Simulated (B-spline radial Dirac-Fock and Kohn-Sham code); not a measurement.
**Inner shells of Fe¹⁸⁺**

Aim: for iron as Fe¹⁸⁺, compute its X-ray form factor and Compton profile, the binding energy of each subshell, its photoionisation cross sections and the widths and yields of its core holes.

Program: B-spline radial Dirac-Fock and Kohn-Sham code, version 2. Model: a free atom or ion on a radial basis; each step names its model. All values are calculated, but those marked as tabulated.

## (1) What is computed

Fe¹⁸⁺, configuration [He] 2s2 2p4.

* nuclear charge: 26
* electrons: 8
* mass number: 56
* nuclear rms radius: 3.7377 fm

## (2) Scattering by the electron cloud

Model: Dirac-Fock average of configuration, finite nucleus; form factor of the spherical density, Waller-Hartree incoherent function, impulse-approximation Compton profiles.

The run's settings:

```ini
task = scatter
Z = 26
charge = 18
configuration = 1s2 2s2 2p4
mass_number = 56
rms_radius = 3.7377  # fm
s = [0.0, 0.05, 0.1, 0.15, 0.2, 0.25, 0.3, 0.35, 0.4, 0.45, 0.5, 0.6, 0.7, 0.8, 0.9, 1.0, 1.1, 1.2, 1.4, 1.6, 1.8, 2.0, 2.5, 3.0, 3.5, 4.0, 5.0, 6.0]  # 1/A
pz = [0, 0.1, 0.2, 0.3, 0.4, 0.5, 0.6, 0.8, 1.0, 1.2, 1.4, 1.6, 1.8, 2.0, 2.5, 3.0, 4.0, 5.0, 7.0, 10.0, 15.0, 20.0, 30.0, 40.0, 60.0, 100.0]  # a.u.
photon_energy = [5000, 8047.8, 10000, 17479.3, 20000, 30000, 50000, 1000000]  # eV
```

## (3) Binding energies

Model: Dirac-Fock average of configuration, Delta-SCF, finite nucleus, first-order Breit with its frequency dependence, self-energy and vacuum polarisation.

Recorded inputs:

```ini
task = binding
```

## (4) Subshell cross sections

Model: independent-particle photoionisation: Dirac-Hartree-Slater potential of the initial state with a Latter tail for bound and continuum orbitals, all multipoles in the length form, thresholds from Dirac-Fock Delta-SCF.

Recorded inputs:

```ini
task = photo
photon_energy = [400, 419.0, 443.0, 600, 1000, 1070.0, 1780.0, 8047.8, 8120.0, 9251.7, 12000, 12700.0, 15200.0, 30000, 59318.2, 130000.0]  # eV
```

## (5) Widths and yields

Model: independent-particle rates: relativistic LDA orbitals of the hole state, multipoles to L = 3 (length form), Coulomb Auger matrix elements with a Latter-tail continuum; energies from Dirac-Fock.

Settings, as recorded:

```ini
task = decay
holes = ["K", "L1"]
```

What does the calculation give? Wanted: rms radius of the electron cloud; form factor halves at; Compton profile at zero; deepest level listed, K; least bound, L2,3; K hole: width, yield.

The runs gave:

| quantity | value |
| --- | --- |
| rms radius of the electron cloud | 0.224 bohr |
| form factor halves at | 1.5 1/Å |
| Compton profile at zero | 0.5458 1/a.u. |
| deepest level listed, K (1s) | 7964.6 eV |
| least bound, L2,3 (2p) | 1466.3 eV |
| ionisation energy, NIST (semi-empirical) | 1460.00 eV |
| total at 1780.0 eV | 164 kb |
| strongest subshell at 1780.0 eV | L3 (2p3/2), 73.0 kb, β = 1.48 |
| K hole: width, yield | 0.649 eV, 0.423 |
| its lifetime | 1.01 fs |
| its strongest line | Kα1 (K-L3), 6503.0 eV |

The form factor starts at the 8 electrons and halves by s = 1.5 1/Å. Incoherent scattering outweighs coherent from 1000 keV on, among the energies asked. For K (1s), relaxation takes off 14.7 eV, Breit terms shift it by -7.48 and QED by -3.62 eV. NIST's ionisation energy differs by -6.27 eV from the least binding energy; the calculation averages open shells over their j components and terms. At 1780.0 eV, L3 (2p3/2) gives 44 % of the photoabsorption; at 130000 eV the K shell gives 91 %. With a yield of 0.42, electron emission is the main way out for the K hole, in 1.0 fs. The Hartree-Fock and Dirac-Fock values hold no electron correlation.
